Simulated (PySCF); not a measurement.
**LuF3(NH3): other functionals and bases at one geometry**

One table from this session's results is given with a row withheld; the runs are named, their logs left out.

The runs use PySCF 2.14.0; several levels, as the steps say, no spin–orbit coupling.

1 further run of the same task is left out (for a known fault of the program).

**The system as given**

8 atoms, charge 0, spin multiplicity 1.

Bond lengths: Lu1–F2 1.986 Å, Lu1–F3 1.986 Å, Lu1–F4 1.986 Å, Lu1–N5 2.419 Å, N5–H6 1.022 Å, N5–H7 1.022 Å, N5–H8 1.022 Å. Angles: F2–Lu1–F3 118.3°, F2–Lu1–F4 118.3°, F2–Lu1–N5 97.5°, F3–Lu1–F4 118.3°, F3–Lu1–N5 97.5°, F4–Lu1–N5 97.5°, Lu1–N5–H6 112.2°, Lu1–N5–H7 112.2°, Lu1–N5–H8 112.2°, H6–N5–H7 106.6°, H6–N5–H8 106.6°, H7–N5–H8 106.6°.

Coordinates:

```
atom    x (Å)    y (Å)    z (Å)
 Lu1   0.0902  -0.0902   0.0902
  F2   1.0442   1.3672   1.0442
  F3  -1.3672  -1.0442   1.0442
  F4   1.0442  -1.0442  -1.3672
  N5  -1.3065   1.3065  -1.3065
  H6  -1.9159   1.9159  -0.7569
  H7  -0.7569   1.9159  -1.9159
  H8  -1.9159   0.7569  -1.9159
```

Formal oxidation states: Lu +3. Each metal's 14 4f electrons lie in its core potential, so multiplicities, spins and levels count the valence alone. An earlier session relaxed this geometry at PBE0, Lu lcecp-1-SVP with ECP60, F def2-SVP, N def2-SVP, H def2-SVP (singlet, point group C3v).

At PBE0 on the finer grid: E = -395.753046 Eh, HOMO -9.66 eV, LUMO -0.77 eV, Mulliken charge on Lu1 +1.10 e, largest force component 0.003 eV/Å. 

Levels to run: M06-L; PBE; PBE0, TZVP. Hardware: 2 threads of Arm Neoverse V1, shared host.

The first run:

Input file run.py (the lines that set the calculation):

```python
mol = gto.M(atom='''
Lu     0.09024    -0.09024     0.09024
F      1.04425     1.36720     1.04425
F     -1.36720    -1.04425     1.04425
F      1.04425    -1.04425    -1.36720
N     -1.30653     1.30653    -1.30653
H     -1.91594     1.91594    -0.75689
H     -0.75689     1.91594    -1.91594
H     -1.91594     0.75689    -1.91594''',
    basis={'Lu': 'lcecp-1-SVP', 'F': 'def2-SVP', 'N': 'def2-SVP', 'H': 'def2-SVP'},
    ecp={'Lu': 'lcecp-1-SVP'},
    charge=0, spin=0)
mf = dft.RKS(mol, xc='M06L')
mf.grids.atom_grid = (75, 302)  # f atoms: unpruned, at least (60, 302)
mf = mf.density_fit()  # fitting sets: Lu AutoAux, F def2-universal-JKFIT, N def2-universal-JKFIT, H def2-universal-JKFIT
mf.conv_tol = 1e-08; mf.max_cycle = 55
mf.kernel(dm0)  # dm0: the density of the relaxed state
```

Run with:

```
$ OMP_NUM_THREADS=2 python run.py
```

Among the steps run: M06-L; PBE; PBE0, TZVP.

One table of the session follows, with a row left open; its other results are not shown here.

```
              level  HOMO (eV)  gap (eV)  charge on Lu1 (e)  dipole (D)  largest force component (eV/Å)
PBE0 (relaxed here)      -9.66      8.88               1.10        5.93                            0.00
              M06-L      -7.96      7.37               1.26        5.76                            0.17
                PBE          ?         ?                  ?           ?                               ?
         PBE0, TZVP      -9.82      8.83               1.57        5.92                            0.22
```

**Question.** Estimate the row for PBE.

The run gave: HOMO (eV): -7.66; gap (eV): 6.14; charge on Lu1 (e): 0.86; dipole (D): 5.84; largest force component (eV/Å): 0.22. In the column «HOMO (eV)» it is the highest.

In one basis the HOMO–LUMO gap runs from 6.14 eV (PBE) to 8.88 eV (PBE0). The largest leftover force, 0.22 eV/Å with PBE, stands at a geometry relaxed at another level. With 4f in the core, its levels are missing from HOMO and gap, and its count is fixed, so no charge can pass from the ligands into it. Total energies of different levels can't be compared.
